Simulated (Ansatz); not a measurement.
# Mg2Cd3O5: the cost of one run

Program: Ansatz 0.2.0. Level of theory: DFT PBE, scalar-relativistic, plane waves, PAW. These are calculated values, not measurements.

### Step 1. The starting structure

Symmetry: I4/mmm, No. 139, tetragonal system. The conventional cell has a = 3.498 Å, b = 3.498 Å, c = 24.734 Å, α = 90.00°, β = 90.00°, γ = 90.00°. Mg (site symmetry 4mm) is surrounded by 6 O at 2.47 Å. Cd (site symmetry 4mm) has 6 O at 2.47 Å in its first shell of neighbours. Cd (site symmetry 4/mmm) is surrounded by 6 O at 2.47 Å. Around O (site symmetry 4mm) lie 1 Mg at 2.47 Å and 5 Cd at 2.47 Å. Around O (site symmetry 4mm) lie 2 Cd at 2.47 Å and 4 Mg at 2.47 Å. O (site symmetry 4/mmm) is surrounded by 2 Mg at 2.47 Å and 4 Cd at 2.47 Å.

As a file:

```xyz
10
Lattice="-1.7489 1.7489 12.3668 1.7489 -1.7489 12.3668 1.7489 1.7489 -12.3668" Properties=species:S:1:pos:R:3 pbc="T T T"
Mg    0.0000    0.0000   22.2602
Mg    0.0000    0.0000    2.4734
Cd    0.0000    0.0000   17.3135
Cd    0.0000    0.0000    7.4201
Cd    0.0000    0.0000   12.3668
O     0.0000    0.0000   19.7868
O     0.0000    0.0000    9.8934
O     0.0000    0.0000    0.0000
O     0.0000    0.0000   14.8401
O     0.0000    0.0000    4.9467
```

The start is an ordering of an alloy on its end members' structure types: elements ordered on the sites of the MgO type, Cd/Mg on Mg (I4/mmm, No. 139).

### Step 2. The guess as it stands, on a coarse mesh

input.yaml

```yaml
crystal:
  lattice:
    - [-1.74892615, 1.74892615, 12.36677539]
    - [1.74892615, -1.74892615, 12.36677539]
    - [1.74892615, 1.74892615, -12.36677539]
  atoms:
    - { symbol: Mg, position: [0.9, 0.9, 0.0] }
    - { symbol: Mg, position: [0.1, 0.1, 0.0] }
    - { symbol: Cd, position: [0.7, 0.7, 0.0] }
    - { symbol: Cd, position: [0.3, 0.3, 0.0] }
    - { symbol: Cd, position: [0.5, 0.5, 0.0] }
    - { symbol: O, position: [0.8, 0.8, 0.0] }
    - { symbol: O, position: [0.4, 0.4, 0.0] }
    - { symbol: O, position: [0.0, 0.0, 0.0] }
    - { symbol: O, position: [0.6, 0.6, 0.0] }
    - { symbol: O, position: [0.2, 0.2, 0.0] }
basis:
  ecutwfc: 420
kpoints:
  mp_grid: { grid: [8, 8, 8] }
hamiltonian:
  xc: pbe
scf:
  occupations: { method: gaussian, width: 0.1 }
  lower_state_search: "off"
output:
  forces: true
  stress: true
  eigenvalues: true
```

Started as:

```console
ansatz run input.yaml --threads 4 --pin off --max-ram 8192MiB --backend cpu --events-out ev --progress --plain --runs-dir out
```

Q: Estimate wall time and peak memory on 4 threads of Intel Xeon at 2.50GHz (Skylake/Cascade Lake), shared host.

About 12 s, with a peak of 0.79 GiB.
